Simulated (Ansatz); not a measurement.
# BrGeH5: the cost of one run

All numbers below are computed with Ansatz 0.2.0 (RHF/def2-SVP).

## 1. The starting structure

Bond lengths: Ge1–H3 1.550 Å, Ge1–H4 1.549 Å, Ge1–H5 1.549 Å, Ge1–Br6 2.700 Å. Angles: H3–Ge1–H4 109.5°, H3–Ge1–H5 109.5°, H3–Ge1–Br6 178.9°, H4–Ge1–H5 109.5°, H4–Ge1–Br6 70.0°, H5–Ge1–Br6 70.0°.

As a file:

```xyz
7

Ge    0.0000    0.0000    0.0000
H     0.0000    0.0000    1.9000
H     1.4616    0.0000   -0.5162
H    -0.7300    1.2648   -0.5162
H    -0.7300   -1.2648   -0.5162
Br   -2.5623    0.0000    0.8514
H    -0.9607    0.0000    1.9922
```

## 2. A restrained relaxation towards end A

Springs on the bonds that form and break draw the guess towards this end; the thresholds are loose.

Input file input.yaml:

```yaml
crystal:
  periodic: [false, false, false]
  atoms:
    - { symbol: Ge, position_ang: [0.0, 0.0, 0.0] }
    - { symbol: H, position_ang: [0.0, 0.0, 1.9] }
    - { symbol: H, position_ang: [1.4616, 0.0, -0.5162] }
    - { symbol: H, position_ang: [-0.73, 1.2648, -0.5162] }
    - { symbol: H, position_ang: [-0.73, -1.2648, -0.5162] }
    - { symbol: Br, position_ang: [-2.5623, 0.0, 0.8514] }
    - { symbol: H, position_ang: [-0.9607, 0.0, 1.9922] }
basis:
  gaussian: { orbitals: def2-SVP }
hamiltonian:
  xc: hf
relax:
  f_tol: 0.15
  max_steps: 25
  restrain:
    - { distance: [0, 5], at: 3.6, k: 30.0 }
    - { distance: [6, 1], at: 1.86, k: 30.0 }
    - { distance: [0, 1], at: 1.55, k: 30.0 }
    - { distance: [6, 5], at: 1.55, k: 30.0 }
```

Run with:

```
ansatz run input.yaml --threads 1 --pin off --max-ram 2048MiB --backend cpu --events-out ev --progress --plain --runs-dir out
```

What time and memory should one allow on 1 thread of Arm Neoverse V2, shared host?

About 16 s, with a peak of 0.18 GiB.
